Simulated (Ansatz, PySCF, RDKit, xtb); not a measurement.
**BSeO−: from the formula to a structure**

Task: start from the formula BSeO− (charge -1), draw up candidate structures, narrow them down in stages, and characterise the one that lies lowest at 200 K.

Plan: many cheap relaxations first (GFN2-xTB), then density-functional screening, relaxation at PBE0-D3(BJ)/def2-SVPD, vibrations and a final energy. The numbers are computed, not measured.

6 further runs of the same task are left out: 6 set aside as unsound or not needed.

## Step 1: Drawing up candidates

All bonding patterns within simple valence rules are listed by program: one Lewis structure each, at most two rings and one unusual centre or charged pair. O–O, O–halogen and N–halogen bonds and N–N–N chains are not drawn. That gives 4 candidates.

```
label      SMILES     spin
 c250   [B]O[Se-]  singlet
 c264    O=B[Se-]  singlet
 c324   [B]O[Se-]  triplet
 c871  B#[Se][O-]  singlet
```

Candidates are built by distance geometry, with a force field where one applies, in up to four conformers (letters a to d). 2 starts with atoms placed at random are added, to find patterns that the rules miss.

**Question.** With final energies at CCSD(T)/def2-TZVPPD, which structure will this search put lowest in free energy, and by what margin?

| quantity | value |
| --- | --- |
| lowest structure found | O=B[Se-], singlet, C∞v |
| next finalist | O=B[Se-], triplet, 77.5 kcal/mol higher in G |
| share at equilibrium, among the finalists | 100.0 % |
| harmonic wavenumbers, lowest and highest (PBE0-D3(BJ)/def2-SVPD) | 431 and 1848 cm⁻¹ |
| rotational constants, same geometry | 0.1173 cm⁻¹ |
| HOMO energy (PBE0/def2-TZVPD) | -1.49 eV |
| LUMO energy (PBE0/def2-TZVPD) | 3.36 eV |
| HOMO–LUMO gap (to an unbound level, set by the basis) (PBE0/def2-TZVPD) | 4.84 eV |
| lowest excitation (TD-B3LYP/def2-SVPD) | 4.20 eV (f = 0.054) |
| lowest triplet excitation, same level, Tamm-Dancoff | 4.06 eV |
| vertical detachment energy | 3.62 eV |
| vertical triplet less singlet | +3.98 eV |

The lowest structure found is `O=B[Se-]`. The margin of 77.5 kcal/mol over the next finalist is beyond the usual error of the last level; it says nothing of structures that weren't ranked. PBE0-D3(BJ)/def2-SVPD, HF/def2-TZVPPD and MP2/def2-TZVPPD already put its bonding pattern lowest among the structures in one piece. In an anion, excitations above the detachment energy lie in the continuum and hang on the basis, so they needn't be bound states. Lowest found is not proven lowest: the search is finite, and each finalist counts with one conformer.
